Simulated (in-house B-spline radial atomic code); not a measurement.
# S²⁺: ionisation energy by several methods

The task here is to estimate one member of a computed series from the others.

Method: scalar-relativistic (X2C), several functionals, spin-polarised; spherical all-electron atom at the radial basis limit. Code: in-house B-spline radial atomic code version 1.

### The atom as given

```
element       : sulfur (Z = 16)
charge        : +2
electrons     : 14
configuration : [Ne] 3s2 3p2
nucleus       : Fermi, rms radius 3.261 fm
```

The outer shells:

[Ne] 3s2 3p2
```
[Ne] core
3s [↑↓]
3p [↑ ][↑ ][  ]
```

Where spins are not typed, each open shell is filled with up spins first.

Set-up of the first run:

Settings of the run:

```ini
Z = 16
electrons = 14.0
configuration = [Ne] 3s2 3p2
hamiltonian = x2c
method = pbe,pbe
spin_polarised = True
nucleus = fermi
rms_radius = 3.2611
mass_number = 32
atomic_mass = 31.97207117354
speed_of_light = 137.035999084
```

Among the steps run: PBE, a GGA; revTPSS, a meta-GGA; BLYP, a GGA; Hartree-Fock; AM05, a GGA; RPBE, a GGA; r2SCAN, a meta-GGA; TPSS, a meta-GGA.

One of the session's tables, all rows but one given; the rest of the session is left out.

```
      method  ΔSCF (eV)
         PBE          ?
        BLYP     34.726
        AM05     34.844
        RPBE     34.931
     revTPSS     35.000
      r2SCAN     35.152
        TPSS     35.042
Hartree-Fock     34.163
```

Estimate the missing values for PBE.

**Answer.** ΔSCF (eV): 34.935. In the column «ΔSCF (eV)» it lies between RPBE (34.931) and revTPSS (35.000).

Caveats from the session: Meta-GGA runs start from a PBE run whose iterations are not counted.
